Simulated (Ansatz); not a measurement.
# CoO: the cost of one run

Method: DFT r²SCAN, scalar-relativistic, plane waves, PAW (the target; the first runs use scalar-relativistic PBE), in Ansatz 0.2.0.

## 1. The system as given

It takes space group Fm-3m (No. 225, cubic). Conventional cell: a = 4.263 Å, b = 4.263 Å, c = 4.263 Å, α = 90.00°, β = 90.00°, γ = 90.00°. Around Co (site symmetry m-3m) lie 6 O at 2.13 Å. Around O (site symmetry m-3m) lie 6 Co at 2.13 Å.

Structure file:

```cif
data_structure
_symmetry_space_group_name_H-M 'P 1'
_symmetry_Int_Tables_number 1
_cell_length_a 3.0144
_cell_length_b 3.0144
_cell_length_c 3.0144
_cell_angle_alpha 60.000
_cell_angle_beta 60.000
_cell_angle_gamma 60.000
_cell_volume 19.37
loop_
_atom_site_label
_atom_site_type_symbol
_atom_site_fract_x
_atom_site_fract_y
_atom_site_fract_z
_atom_site_occupancy
Co1 Co 0.00000 0.00000 0.00000 1
O1 O 0.50000 0.50000 0.50000 1
```

Starting moments: Co 3.00 μB.

## 2. The first run (PBE, 8×8×8 mesh)

Input file input.yaml:

```yaml
crystal:
  lattice:
    - [0.0, 2.1315, 2.1315]
    - [2.1315, 0.0, 2.1315]
    - [2.1315, 2.1315, 0.0]
  atoms:
    - { symbol: Co, position: [0.0, 0.0, 0.0], spin: 3.0 }
    - { symbol: O, position: [0.5, 0.5, 0.5] }
basis:
  ecutwfc: 420
  ecutrho_ratio: 4
kpoints:
  mp_grid: { grid: [8, 8, 8] }
hamiltonian:
  xc: pbe
scf:
  occupations: { method: gaussian, width: 0.05 }
output:
  forces: true
  stress: true
  eigenvalues: true
  populations: true
magnetization:
  spin_polarized: true
```

The run is started by

```sh
$ ansatz run input.yaml --threads 2 --pin off --max-ram 5120MiB --backend cpu --events-out ev --progress --plain --runs-dir out
```

What time and memory should one allow on 2 threads of Intel Xeon at 2.50GHz (Skylake/Cascade Lake), shared host?

About 6 s, with a peak of 0.33 GiB.
